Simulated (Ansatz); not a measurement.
# FGeH3: the cost of one run

Program: Ansatz 0.2.0. Level of theory: RKS B3LYP-D4/def2-TZVP. These are calculated values, not measurements.

## (1) The system as given

Bond lengths: Ge1–F2 1.680 Å, Ge1–H3 1.550 Å, Ge1–H4 1.549 Å, Ge1–H5 1.549 Å. Angles: F2–Ge1–H3 109.5°, F2–Ge1–H4 109.5°, F2–Ge1–H5 109.5°, H3–Ge1–H4 109.5°, H3–Ge1–H5 109.5°, H4–Ge1–H5 109.5°.

Coordinates:

```xyz
5

Ge    0.0000    0.0000    0.0000
F     0.0000    0.0000    1.6800
H     1.4616    0.0000   -0.5162
H    -0.7300    1.2648   -0.5162
H    -0.7300   -1.2648   -0.5162
```

## (2) Relaxing the start

Contents of input.yaml:

```yaml
crystal:
  periodic: [false, false, false]
  atoms:
    - { symbol: Ge, position_ang: [0.0, 0.0, 0.0] }
    - { symbol: F, position_ang: [0.0, 0.0, 1.68] }
    - { symbol: H, position_ang: [1.4616, 0.0, -0.5162] }
    - { symbol: H, position_ang: [-0.73, 1.2648, -0.5162] }
    - { symbol: H, position_ang: [-0.73, -1.2648, -0.5162] }
basis:
  gaussian: { orbitals: def2-TZVP }
hamiltonian:
  xc: b3lyp
  dispersion: d4
relax:
  f_tol: 0.02
  max_steps: 40
output:
  orbitals: {}
```

Started as:

```console
$ ansatz run input.yaml --threads 2 --pin off --max-ram 3072MiB --backend cpu --events-out ev --progress --plain --runs-dir out
```

What time and memory should one allow on 2 threads of Intel Xeon Platinum 8175M at 2.50GHz (Skylake/Cascade Lake), shared host?

About 5.9 s, with a peak of 0.17 GiB.
